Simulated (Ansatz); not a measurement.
# AsH₃+ (doublet): B3LYP, r2SCAN0 over a scan of the distance As1–H3, 6-31G, part 2 of 2

Ansatz 0.2.0, Gaussian basis; 6-31G, all electrons in the functionals. Earlier steps stand in the parts before.

### 15 r2SCAN0, 1.497 Å

in.yaml reads:

```yaml
crystal:
  periodic: [false, false, false]
  atoms:
    - {symbol: As, position_ang: [0.000054, -0.000013, -0.016190]}
    - {symbol: H, position_ang: [1.436166, 0.013750, 0.405932]}
    - {symbol: H, position_ang: [-0.731713, 1.238539, 0.397694]}
    - {symbol: H, position_ang: [-0.708471, -1.251307, 0.399802]}
basis:
  gaussian: {orbitals: 6-31G}
total_charge: 1
magnetization: {spin_polarized: true, initial_magnetization: 1}
hamiltonian: {xc: {name: r2SCAN0}}
```

Started as:

```bash
$ ansatz run in.yaml --threads 1 --pin off --events-out ev --progress --plain --max-ram 2393MiB
```

Log, shortened:

```text
Functional definition: r2SCAN0
  name "r2SCAN0"
  cite "Bursch, Neugebauer, Ehlert & Grimme, J. Chem. Phys. 156, 134105 (2022) doi:10.1063/5.0086040"
  cite "Furness, Kaplan, Ning, Perdew & Sun, J. Phys. Chem. Lett. 11, 8208 (2020) doi:10.1021/acs.jpclett.0c02405"
  cite "Furness, Kaplan, Ning, Perdew & Sun, J. Phys. Chem. Lett. 11, 9248 (2020) doi:10.1021/acs.jpclett.0c03077"
  parent r2scan
[...]
346 factors; integrals over basis functions are off by at most 4.2e-4 eV
[...]
mean field -60869.28378138 eV, -2236.9049202833 hartree, gradient 4.6e-5 eV, S^2 0.752388; 0 other end points of the search recorded, 0 dependent functions left out
reference -60869.28378847 eV, -2236.9049205438 hartree; 18, 17 occupied and 17, 18 virtual orbitals, 346 factors
Total energy: -60869.28378847 eV, -2236.9049205438 hartree
```

Run time: 1.6 s. Hardware: 1 thread of Arm Neoverse V2, shared host.

From the report: ⟨S²⟩ of the determinant 0.752 (pure doublet: 0.75).

### 16 r2SCAN0, 1.678 Å

in.yaml reads:

```yaml
crystal:
  periodic: [false, false, false]
  atoms:
    - {symbol: As, position_ang: [0.001199, -0.001951, -0.016837]}
    - {symbol: H, position_ang: [1.437311, 0.011812, 0.405285]}
    - {symbol: H, position_ang: [-0.819085, 1.386419, 0.447111]}
    - {symbol: H, position_ang: [-0.707326, -1.253245, 0.399155]}
basis:
  gaussian: {orbitals: 6-31G}
total_charge: 1
magnetization: {spin_polarized: true, initial_magnetization: 1}
hamiltonian: {xc: {name: r2SCAN0}}
```

The command is unchanged.

Log, shortened:

```text
Functional definition: r2SCAN0
  name "r2SCAN0"
  cite "Bursch, Neugebauer, Ehlert & Grimme, J. Chem. Phys. 156, 134105 (2022) doi:10.1063/5.0086040"
  cite "Furness, Kaplan, Ning, Perdew & Sun, J. Phys. Chem. Lett. 11, 8208 (2020) doi:10.1021/acs.jpclett.0c02405"
  cite "Furness, Kaplan, Ning, Perdew & Sun, J. Phys. Chem. Lett. 11, 9248 (2020) doi:10.1021/acs.jpclett.0c03077"
  parent r2scan
[...]
346 factors; integrals over basis functions are off by at most 4.3e-4 eV
[...]
mean field -60869.00922235 eV, -2236.8948304252 hartree, gradient 2.2e-5 eV, S^2 0.752264; 0 other end points of the search recorded, 0 dependent functions left out
reference -60869.00922942 eV, -2236.8948306850 hartree; 18, 17 occupied and 17, 18 virtual orbitals, 346 factors
Total energy: -60869.00922942 eV, -2236.8948306850 hartree
```

Wall time 2.1 s (1 thread of Arm Neoverse V2, shared host).

From the report: ⟨S²⟩ of the determinant 0.752 (pure doublet: 0.75).

From 1.497 Å: +0.275 eV.

### 17 r2SCAN0, 1.806 Å

in.yaml reads:

```yaml
crystal:
  periodic: [false, false, false]
  atoms:
    - {symbol: As, position_ang: [0.002008, -0.003320, -0.017295]}
    - {symbol: H, position_ang: [1.438120, 0.010443, 0.404827]}
    - {symbol: H, position_ang: [-0.880848, 1.490956, 0.482044]}
    - {symbol: H, position_ang: [-0.706517, -1.254614, 0.398697]}
basis:
  gaussian: {orbitals: 6-31G}
total_charge: 1
magnetization: {spin_polarized: true, initial_magnetization: 1}
hamiltonian: {xc: {name: r2SCAN0}}
```

Launched as before.

Log, shortened:

```text
Functional definition: r2SCAN0
  name "r2SCAN0"
  cite "Bursch, Neugebauer, Ehlert & Grimme, J. Chem. Phys. 156, 134105 (2022) doi:10.1063/5.0086040"
  cite "Furness, Kaplan, Ning, Perdew & Sun, J. Phys. Chem. Lett. 11, 8208 (2020) doi:10.1021/acs.jpclett.0c02405"
  cite "Furness, Kaplan, Ning, Perdew & Sun, J. Phys. Chem. Lett. 11, 9248 (2020) doi:10.1021/acs.jpclett.0c03077"
  parent r2scan
[...]
346 factors; integrals over basis functions are off by at most 4.4e-4 eV
[...]
mean field -60868.63686114 eV, -2236.8811464029 hartree, gradient 5.4e-5 eV, S^2 0.752085; 0 other end points of the search recorded, 0 dependent functions left out
reference -60868.63686822 eV, -2236.8811466630 hartree; 18, 17 occupied and 17, 18 virtual orbitals, 346 factors
Total energy: -60868.63686822 eV, -2236.8811466630 hartree
```

Run time: 1.6 s. Hardware: 1 thread of Arm Neoverse V2, shared host.

From the report: ⟨S²⟩ of the determinant 0.752 (pure doublet: 0.75).

From 1.497 Å: +0.647 eV.

### 18 r2SCAN0, 2.024 Å

in.yaml reads:

```yaml
crystal:
  periodic: [false, false, false]
  atoms:
    - {symbol: As, position_ang: [0.003386, -0.005653, -0.018075]}
    - {symbol: H, position_ang: [1.439498, 0.008110, 0.404047]}
    - {symbol: H, position_ang: [-0.986039, 1.668996, 0.541539]}
    - {symbol: H, position_ang: [-0.705139, -1.256947, 0.397917]}
basis:
  gaussian: {orbitals: 6-31G}
total_charge: 1
magnetization: {spin_polarized: true, initial_magnetization: 1}
hamiltonian: {xc: {name: r2SCAN0}}
```

Same command.

Log, shortened:

```text
Functional definition: r2SCAN0
  name "r2SCAN0"
  cite "Bursch, Neugebauer, Ehlert & Grimme, J. Chem. Phys. 156, 134105 (2022) doi:10.1063/5.0086040"
  cite "Furness, Kaplan, Ning, Perdew & Sun, J. Phys. Chem. Lett. 11, 8208 (2020) doi:10.1021/acs.jpclett.0c02405"
  cite "Furness, Kaplan, Ning, Perdew & Sun, J. Phys. Chem. Lett. 11, 9248 (2020) doi:10.1021/acs.jpclett.0c03077"
  parent r2scan
[...]
347 factors; integrals over basis functions are off by at most 4.5e-4 eV
[...]
mean field -60867.89491117 eV, -2236.8538802446 hartree, gradient 3.0e-5 eV, S^2 0.751366; 2 other end points of the search recorded, 0 dependent functions left out
reference -60867.89491827 eV, -2236.8538805054 hartree; 18, 17 occupied and 17, 18 virtual orbitals, 347 factors
Total energy: -60867.89491827 eV, -2236.8538805054 hartree
```

Wall time 2 s (1 thread of Arm Neoverse V2, shared host).

From the report: ⟨S²⟩ of the determinant 0.751 (pure doublet: 0.75).

From 1.497 Å: +1.389 eV.

### 19 r2SCAN0, 2.343 Å

in.yaml reads:

```yaml
crystal:
  periodic: [false, false, false]
  atoms:
    - {symbol: As, position_ang: [0.005402, -0.009066, -0.019215]}
    - {symbol: H, position_ang: [1.441514, 0.004697, 0.402907]}
    - {symbol: H, position_ang: [-1.139964, 1.929522, 0.628598]}
    - {symbol: H, position_ang: [-0.703123, -1.260360, 0.396777]}
basis:
  gaussian: {orbitals: 6-31G}
total_charge: 1
magnetization: {spin_polarized: true, initial_magnetization: 1}
hamiltonian: {xc: {name: r2SCAN0}}
```

The command is unchanged.

Log, shortened:

```text
Functional definition: r2SCAN0
  name "r2SCAN0"
  cite "Bursch, Neugebauer, Ehlert & Grimme, J. Chem. Phys. 156, 134105 (2022) doi:10.1063/5.0086040"
  cite "Furness, Kaplan, Ning, Perdew & Sun, J. Phys. Chem. Lett. 11, 8208 (2020) doi:10.1021/acs.jpclett.0c02405"
  cite "Furness, Kaplan, Ning, Perdew & Sun, J. Phys. Chem. Lett. 11, 9248 (2020) doi:10.1021/acs.jpclett.0c03077"
  parent r2scan
[...]
349 factors; integrals over basis functions are off by at most 4.6e-4 eV
[...]
mean field -60866.93376112 eV, -2236.8185586317 hartree, gradient 1.1e-5 eV, S^2 0.895719; 0 other end points of the search recorded, 0 dependent functions left out
reference -60866.93376830 eV, -2236.8185588954 hartree; 18, 17 occupied and 17, 18 virtual orbitals, 349 factors
Total energy: -60866.93376830 eV, -2236.8185588954 hartree
```

Wall time 1.7 s (1 thread of Arm Neoverse V2, shared host).

From the report: ⟨S²⟩ of the determinant 0.896 (pure doublet: 0.75).

From 1.497 Å: +2.350 eV.

### 20 r2SCAN0, 2.767 Å

in.yaml reads:

```yaml
crystal:
  periodic: [false, false, false]
  atoms:
    - {symbol: As, position_ang: [0.008083, -0.013602, -0.020731]}
    - {symbol: H, position_ang: [1.444195, 0.000161, 0.401391]}
    - {symbol: H, position_ang: [-1.344554, 2.275801, 0.744313]}
    - {symbol: H, position_ang: [-0.700442, -1.264896, 0.395261]}
basis:
  gaussian: {orbitals: 6-31G}
total_charge: 1
magnetization: {spin_polarized: true, initial_magnetization: 1}
hamiltonian: {xc: {name: r2SCAN0}}
```

Same command.

Log, shortened:

```text
Functional definition: r2SCAN0
  name "r2SCAN0"
  cite "Bursch, Neugebauer, Ehlert & Grimme, J. Chem. Phys. 156, 134105 (2022) doi:10.1063/5.0086040"
  cite "Furness, Kaplan, Ning, Perdew & Sun, J. Phys. Chem. Lett. 11, 8208 (2020) doi:10.1021/acs.jpclett.0c02405"
  cite "Furness, Kaplan, Ning, Perdew & Sun, J. Phys. Chem. Lett. 11, 9248 (2020) doi:10.1021/acs.jpclett.0c03077"
  parent r2scan
[...]
348 factors; integrals over basis functions are off by at most 4.7e-4 eV
[...]
mean field -60866.27391821 eV, -2236.7943098518 hartree, gradient 6.0e-5 eV, S^2 1.051041; 2 other end points of the search recorded, 0 dependent functions left out
reference -60866.27392554 eV, -2236.7943101215 hartree; 18, 17 occupied and 17, 18 virtual orbitals, 348 factors
Total energy: -60866.27392554 eV, -2236.7943101215 hartree
```

Wall time 3.1 s (1 thread of Arm Neoverse V2, shared host).

From the report: ⟨S²⟩ of the determinant 1.051 (pure doublet: 0.75).

From 1.497 Å: +3.010 eV.

### 21 r2SCAN0, 3.246 Å

in.yaml reads:

```yaml
crystal:
  periodic: [false, false, false]
  atoms:
    - {symbol: As, position_ang: [0.011111, -0.018727, -0.022444]}
    - {symbol: H, position_ang: [1.447223, -0.004964, 0.399678]}
    - {symbol: H, position_ang: [-1.575684, 2.666999, 0.875039]}
    - {symbol: H, position_ang: [-0.697414, -1.270021, 0.393548]}
basis:
  gaussian: {orbitals: 6-31G}
total_charge: 1
magnetization: {spin_polarized: true, initial_magnetization: 1}
hamiltonian: {xc: {name: r2SCAN0}}
```

Launched as before.

Log, shortened:

```text
Functional definition: r2SCAN0
  name "r2SCAN0"
  cite "Bursch, Neugebauer, Ehlert & Grimme, J. Chem. Phys. 156, 134105 (2022) doi:10.1063/5.0086040"
  cite "Furness, Kaplan, Ning, Perdew & Sun, J. Phys. Chem. Lett. 11, 8208 (2020) doi:10.1021/acs.jpclett.0c02405"
  cite "Furness, Kaplan, Ning, Perdew & Sun, J. Phys. Chem. Lett. 11, 9248 (2020) doi:10.1021/acs.jpclett.0c03077"
  parent r2scan
[...]
349 factors; integrals over basis functions are off by at most 4.7e-4 eV
[...]
mean field -60865.94670336 eV, -2236.7822849280 hartree, gradient 6.8e-5 eV, S^2 1.112329; 4 other end points of the search recorded, 0 dependent functions left out
reference -60865.94671094 eV, -2236.7822852067 hartree; 18, 17 occupied and 17, 18 virtual orbitals, 349 factors
Total energy: -60865.94671094 eV, -2236.7822852067 hartree
```

Wall time 3.4 s (1 thread of Arm Neoverse V2, shared host).

From the report: ⟨S²⟩ of the determinant 1.112 (pure doublet: 0.75).

From 1.497 Å: +3.337 eV.

### 22 r2SCAN0, 4.068 Å

in.yaml reads:

```yaml
crystal:
  periodic: [false, false, false]
  atoms:
    - {symbol: As, position_ang: [0.016307, -0.027522, -0.025383]}
    - {symbol: H, position_ang: [1.452419, -0.013759, 0.396739]}
    - {symbol: H, position_ang: [-1.972319, 3.338323, 1.099374]}
    - {symbol: H, position_ang: [-0.692218, -1.278816, 0.390609]}
basis:
  gaussian: {orbitals: 6-31G}
total_charge: 1
magnetization: {spin_polarized: true, initial_magnetization: 1}
hamiltonian: {xc: {name: r2SCAN0}}
```

The command is unchanged.

Log, shortened:

```text
Functional definition: r2SCAN0
  name "r2SCAN0"
  cite "Bursch, Neugebauer, Ehlert & Grimme, J. Chem. Phys. 156, 134105 (2022) doi:10.1063/5.0086040"
  cite "Furness, Kaplan, Ning, Perdew & Sun, J. Phys. Chem. Lett. 11, 8208 (2020) doi:10.1021/acs.jpclett.0c02405"
  cite "Furness, Kaplan, Ning, Perdew & Sun, J. Phys. Chem. Lett. 11, 9248 (2020) doi:10.1021/acs.jpclett.0c03077"
  parent r2scan
[...]
347 factors; integrals over basis functions are off by at most 4.7e-4 eV
[...]
mean field -60865.75635528 eV, -2236.7752897652 hartree, gradient 1.7e-5 eV, S^2 1.130106; 4 other end points of the search recorded, 0 dependent functions left out
reference -60865.75636334 eV, -2236.7752900614 hartree; 18, 17 occupied and 17, 18 virtual orbitals, 347 factors
Total energy: -60865.75636334 eV, -2236.7752900614 hartree
```

Run time: 4.8 s. Hardware: 1 thread of Arm Neoverse V2, shared host.

From the report: ⟨S²⟩ of the determinant 1.130 (pure doublet: 0.75).

From 1.497 Å: +3.527 eV.

### 23 r2SCAN0, 5.137 Å

in.yaml reads:

```yaml
crystal:
  periodic: [false, false, false]
  atoms:
    - {symbol: As, position_ang: [0.023065, -0.038960, -0.029205]}
    - {symbol: H, position_ang: [1.459177, -0.025197, 0.392917]}
    - {symbol: H, position_ang: [-2.488138, 4.211371, 1.391118]}
    - {symbol: H, position_ang: [-0.685460, -1.290254, 0.386787]}
basis:
  gaussian: {orbitals: 6-31G}
total_charge: 1
magnetization: {spin_polarized: true, initial_magnetization: 1}
hamiltonian: {xc: {name: r2SCAN0}}
```

Launched as before.

Log, shortened:

```text
Functional definition: r2SCAN0
  name "r2SCAN0"
  cite "Bursch, Neugebauer, Ehlert & Grimme, J. Chem. Phys. 156, 134105 (2022) doi:10.1063/5.0086040"
  cite "Furness, Kaplan, Ning, Perdew & Sun, J. Phys. Chem. Lett. 11, 8208 (2020) doi:10.1021/acs.jpclett.0c02405"
  cite "Furness, Kaplan, Ning, Perdew & Sun, J. Phys. Chem. Lett. 11, 9248 (2020) doi:10.1021/acs.jpclett.0c03077"
  parent r2scan
[...]
346 factors; integrals over basis functions are off by at most 4.8e-4 eV
[...]
mean field -60865.70655349 eV, -2236.7734595830 hartree, gradient 1.4e-5 eV, S^2 1.124945; 4 other end points of the search recorded, 0 dependent functions left out
reference -60865.70656207 eV, -2236.7734598983 hartree; 18, 17 occupied and 17, 18 virtual orbitals, 346 factors
Total energy: -60865.70656207 eV, -2236.7734598983 hartree
```

Run time: 4.8 s. Hardware: 1 thread of Arm Neoverse V2, shared host.

From the report: ⟨S²⟩ of the determinant 1.125 (pure doublet: 0.75).

From 1.497 Å: +3.577 eV.

### 24 The comparison

The yardstick is full CI for this spin, exact in this basis with these frozen cores. It comes from earlier runs at the same points. Energies in eV, counted from 1.497 Å; blanks weren't run or aren't comparable.

```
  level  1.226 Å  1.340 Å  1.497 Å  1.678 Å  1.806 Å  2.024 Å  2.343 Å  2.767 Å  3.246 Å  4.068 Å  5.137 Å
    FCI    1.196    0.346    0.000    0.208    0.528    1.163    2.007    2.744    3.043    3.082    3.088
  B3LYP    1.149    0.327    0.000    0.220    0.553    1.230    2.142    2.803    3.085    3.245    3.271
r2SCAN0    1.079    0.284    0.000    0.275    0.647    1.389    2.350    3.010    3.337    3.527    3.577
```

Largest miss and mean time a point (FCI took 17 s a point; shared hosts):

```csv
level,largest miss (eV),where,time a point
B3LYP,+0.183,5.137 Å,0.95 s
r2SCAN0,+0.489,5.137 Å,2.6 s
```

### 25 What came out

The summary covers parts 1 to 2.

```
             quantity                value
span of the FCI curve             3.088 eV
  largest miss, B3LYP  +0.183 eV (5.137 Å)
largest miss, r2SCAN0  +0.489 eV (5.137 Å)
```

Of the functionals, B3LYP keep the smallest largest miss at the points compared (at most 0.183 eV) and r2SCAN0 strays most (0.489 eV, at 5.137 Å). r2SCAN0 clearly breaks the spin symmetry at some points (⟨S²⟩ up to 0.38 above the pure value), so energy there is bought with a mixed spin. Functionals and the yardstick converge differently with the basis, so part of each miss in 6-31G is the basis.
